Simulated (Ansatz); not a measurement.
Crystal: Pt2W.

```
CELL_PARAMETERS angstrom
-1.38637 1.98220 4.15326
1.38637 -1.98220 4.15326
1.38637 1.98220 -4.15326
ATOMIC_POSITIONS crystal
Pt 0.33678 0.33678 0.00000
Pt 0.66322 0.66322 0.00000
W 0.00000 0.00000 0.00000
```

The cell comes from a database or a generator and needn't be the stable form of this composition.

Base run:

| Item | Value |
| --- | --- |
| Program | Ansatz 0.2.0 |
| Functional | PBEsol |
| Potentials or basis | all-electron LAPW, scalar-relativistic |
| Cutoff | 285 eV |
| Density cutoff | 1139 eV |
| Basis error allowed | 0.001 eV/atom |
| k mesh | 12 × 12 × 12 |
| Occupations | fermi-dirac, width 0.05 eV |
| Spin | no spin polarisation |

Its results: pressure -5.1 GPa; largest force 0.010 eV/Å.

**Question.** The run is repeated on the same cell with these changes: functional from PBEsol to LDA; basis error allowed from 0.001 eV/atom to 0.002 eV/atom. What comes out?

**Answer.** Pressure -10.5 GPa; largest force 0.043 eV/Å.

Not every run made on this cell is shown here.
